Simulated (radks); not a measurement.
# Sb⁴⁺ in [Kr] 4d10 5s1: an all-electron calculation

One table from this session's results is given with a row withheld; the runs are named, their logs left out.

The numbers are computed with radks (a radial shooting solver on a logarithmic mesh, Libxc functionals) version 1 (Dirac Kohn-Sham, PBEsol, spin-unpolarised, spherical densities, finite nucleus), except any that are marked as measured or tabulated.

## The system

- element: antimony (Z = 51)
- charge: +4
- electrons: 47
- configuration: [Kr] 4d10 5s1
- nuclear rms radius: 4.6802 fm

Outer shells as boxes (Hund's rule):

Sb⁴⁺
```
[Kr] core
4d [↑↓][↑↓][↑↓][↑↓][↑↓]
5s [↑ ]
```

The first run:

The run's settings:

```text
Z 51
configuration [Kr] 4d10 5s1 5p0 6s0
relativity Dirac
functional pbe_sol,pbe_sol
spin unpolarised
j_filling energy
nucleus finite rms 4.6802 fm
c 137.035999084
```

Steps of the session up to this table: Self-consistent calculation.

One table of the session follows, with a row left open; its other results are not shown here.

It belongs to the step «Orbitals and density». Radial moments (bohr):

| level | <r> | outermost maximum (interpolated) | 90 % within | nodes |
| --- | --- | --- | --- | --- |
| 1s1/2 | 0.02843 | 0.0184 | 0.0511 | 0 |
| 2s1/2 | 0.1223 | 0.104 | 0.189 | 1 |
| 2p1/2 | 0.1033 | 0.0798 | 0.169 | 0 |
| 2p3/2 | 0.1088 | 0.0845 | 0.177 | 0 |
| 3s1/2 | 0.3304 | 0.300 | 0.486 | 2 |
| 3p1/2 | ? | ? | ? | ? |
| 3p3/2 | 0.3323 | 0.297 | 0.499 | 1 |
| 3d3/2 | 0.3034 | 0.242 | 0.478 | 0 |
| 3d5/2 | 0.3070 | 0.245 | 0.483 | 0 |
| 4s1/2 | 0.7901 | 0.723 | 1.14 | 3 |
| 4p1/2 | 0.8308 | 0.746 | 1.22 | 2 |
| 4p3/2 | 0.8597 | 0.770 | 1.26 | 2 |
| 4d3/2 | 1.005 | 0.840 | 1.54 | 1 |
| 4d5/2 | 1.017 | 0.849 | 1.56 | 1 |
| 5s1/2 | 1.944 | 1.77 | 2.78 | 4 |
| 5p1/2 | 2.185 | 1.97 | 3.14 | 3 |
| 5p3/2 | 2.248 | 2.03 | 3.23 | 3 |

**Question.** Estimate the row for 3p1/2.

As computed: <r>: 0.3210; outermost maximum (interpolated): 0.287; 90 % within: 0.483; nodes: 1. In the column «<r>» it lies between 3d5/2 (0.3070) and 3s1/2 (0.3304).

Limits of these values: Spin polarisation and multiplet splitting are left out.
